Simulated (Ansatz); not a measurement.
Run this with the Python package of Ansatz (0.2.0) and show what comes out.

Script `run_mass.py`:
```python
'''Band curvature masses of SiO2.'''

import warnings

import ansatz
import numpy as np

warnings.simplefilter('ignore', ansatz.DeckWarning)

sio2 = (
    ansatz.Lattice.of((-2.37405, 2.37405, 3.744), (2.37405, -2.37405, 3.744), (2.37405, 2.37405, -3.744))
    .atom('Si', (0.0, 0.0, 0.0))
    .atom('Si', (0.75, 0.25, 0.5))
    .atom('O', (0.99838, 0.625, 0.87338))
    .atom('O', (0.375, 0.24838, 0.37338))
    .atom('O', (0.75162, 0.125, 0.12662))
    .atom('O', (0.875, 0.00162, 0.62662))
)

model = sio2.calculation()
model = model.pseudopotentials('paw').basis(470)
model = model.kpoints(6, center='gamma')
model = model.functional('lda')
model = model.occupations('fixed')
# step 1: where the edges lie on the mesh
done = model.band_table().run()
summary = done.report
levels = np.array(summary['eigenvalues_ev'])
filled = round(summary['n_electrons'] / 2)
edges = {'top filled band': (filled - 1, levels[:, filled - 1].argmax()), 'lowest empty band': (filled, levels[:, filled].argmin())}
gap = levels[:, filled].min() - levels[:, filled - 1].max()
print(f'gap on the mesh {gap:.3f} eV')
if gap <= 0.05:
    print('no gap: band-edge masses have no meaning here')
    edges = {}
reciprocal = 2 * np.pi * np.linalg.inv(done.lattice.cell_ang).T
step = 0.008  # 1/A

# m/m_e = (hbar^2/m_e) / (d2E/dk2), with hbar^2/m_e = 7.61996 eV A^2
pairs = [(0, 1), (0, 2), (1, 2)]
moves = [sign * axis for axis in np.eye(3) for sign in (-1, 1)]
moves += [s1 * np.eye(3)[i] + s2 * np.eye(3)[j] for i, j in pairs for s1 in (1, -1) for s2 in (1, -1)]
for name, (band, index) in edges.items():
    together = int(np.sum(np.abs(levels[index] - levels[index, band]) < 2e-3))
    print(name, 'at k =', np.round(summary['kpoints_frac'][index], 4), f'E = {levels[index, band]:.4f} eV, degeneracy {together}')
    centre = np.array(summary['kpoints_frac'][index]) @ reciprocal
    points = [centre] + [centre + step * move for move in moves]
    table = model.band_structure(points, intervals=1, cartesian=True).run().band_structure().channels[0].eigenvalues_ev
    if together > 1:
        level = np.flatnonzero(np.abs(levels[index] - levels[index, band]) < 2e-3)
        along = (table[1, level] + table[2, level] - 2 * table[0, level]) / step ** 2
        print('  degenerate level, no single mass tensor; masses of its branches along x:', np.round(7.61996 / along, 3), 'm_e')
        continue
    e = table[:, band]
    hessian = np.diag((e[1:7:2] + e[2:7:2] - 2 * e[0]) / step ** 2)
    for (i, j), (pp, pm, mp, mm) in zip(pairs, e[7:].reshape(3, 4)):
        hessian[i, j] = hessian[j, i] = (pp - pm - mp + mm) / (4 * step ** 2)
    curvatures, axes = np.linalg.eigh(hessian)
    slope = (e[2:7:2] - e[1:7:2]) / (2 * step)
    print('  slope (eV A):', np.round(slope, 3) + 0.0, '' if np.abs(slope).max() < 0.05 else '- no extremum here, so these are local curvatures and no band-edge masses')
    for curvature, axis in zip(curvatures, axes.T):
        print(f'  principal mass {7.61996 / curvature:8.3f} m_e along', np.round(axis, 2) + 0.0)
```

`python run_mass.py` gives:
```text
gap on the mesh 5.819 eV
top filled band at k = [0. 0. 0.] E = 0.8303 eV, degeneracy 2
  degenerate level, no single mass tensor; masses of its branches along x: [-6.301 -7.662] m_e
lowest empty band at k = [0. 0. 0.] E = 6.6488 eV, degeneracy 1
  slope (eV A): [0. 0. 0.]
  principal mass    0.534 m_e along [0.11 0.99 0.  ]
  principal mass    0.534 m_e along [ 0.99 -0.11  0.  ]
  principal mass    0.507 m_e along [0. 0. 1.]
```

Reading the output:
- Semilocal gaps usually lie well under measured ones.
- The starting cell is as deposited in a crystallographic database; the results hold for this polymorph, which needn't be the stable one.
- Levels are Kohn-Sham eigenvalues on this mesh.
- The masses are finite-difference curvatures at extrema found on a coarse mesh, which needn't be the true band edges; a step that is long against the gap makes them too heavy. Negative values are curvatures of valence bands (the hole mass is their size). Spin-orbit coupling is left out, and light masses scale with the Kohn-Sham gap.
- Processor time in the engine: 14 s on 1 thread of Intel(R) Xeon(R) Processor @ 2.30GHz, on a shared host, peak memory 0.52 GiB.
